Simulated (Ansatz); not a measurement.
Predict the output of the script below (Ansatz 0.2.0, Python API).

The script, `c2h5brte.py`:
```python
'''Single point of C2H5BrTe in a Gaussian basis.'''

from pathlib import Path

import ansatz as az

GEOMETRY = '''
C     0.22570    0.90760   -0.00520
C    -0.23370   -0.42090    0.50330
Br    0.47260   -0.70240    2.25970
Te    0.56000   -1.94580   -0.81470
H    -0.19660    1.73650    0.64790
H    -0.25740    1.13390   -1.02650
H     1.31030    1.02740   -0.07860
H    -1.29860   -0.46420    0.55410
H    -0.49390   -1.31840   -2.05720
'''

mol = az.Crystal.molecule()
for line in GEOMETRY.strip().splitlines():
    symbol, *xyz = line.split()
    mol = mol.atom(symbol, [float(v) for v in xyz])

base = (
    mol.calculation()
    .basis(gaussian='def2-TZVP')  # atom-centred Gaussian functions
    .functional('LC-wPBE')
    .orbitals()
)
result = base.run(threads=1, runs_dir='c2h5brte_runs')
summary = result.report

print('reference energy %16.6f eV' % summary['reference_energy_ev'])
print('total energy     %16.6f eV' % summary['free_energy_ev'])
print('occupied (up, down):', summary['n_occupied'], ' virtual:', summary['n_virtual'], ' frozen:', summary['n_frozen'])

field = summary['mean_field']
print('<S^2> =', round(abs(field['state']['spin_squared']), 4), ' relativity:', field['relativity'])
print('passes:', field['passes'])
if 'symmetry' in field:
    print('occupied orbitals by irrep:', field['symmetry']['occupied'])

lines = Path(summary['orbitals_path']).read_text().splitlines()
field_of = lambda key: [line.split('=')[1].strip() for line in lines if line.startswith(key)]
orbitals = [(27.211386 * float(e), s, float(n)) for e, s, n in zip(field_of('Ene='), field_of('Spin='), field_of('Occup='))]
homo = max(e for e, _, n in orbitals if n > 0.5)
lumo = min(e for e, _, n in orbitals if n < 0.5)
print(f'HOMO {homo:.3f} eV, LUMO {lumo:.3f} eV, gap {lumo - homo:.3f} eV')
```

```console
$ python c2h5brte.py
reference energy    -79485.528534 eV
total energy        -79485.528534 eV
occupied (up, down): [38, 38]  virtual: [152, 152]  frozen: 0
<S^2> = 0.0  relativity: none
passes: {'evaluations': 17, 'products': 16}
occupied orbitals by irrep: [{'A': 38}, {'A': 38}]
HOMO -8.947 eV, LUMO 0.819 eV, gap 9.766 eV
```

Reading the output:
- Total energies depend on the basis set; only differences at equal settings carry meaning.
- The geometry is a force-field or estimated start, not a minimum of this method, and the basis set is short of its limit.
- def2 sets replace the cores of elements past krypton by effective core potentials.
- Levels such as HOMO and LUMO are orbital energies: with these approximate functionals they aren't the ionisation energy and electron affinity, and their gap isn't the fundamental gap.
- The whole script took 9.3 s on 1 thread of Arm Neoverse V2, on a shared host, peak memory 0.41 GiB.

(Lines on the test bed's own set-up are left out of the output.)
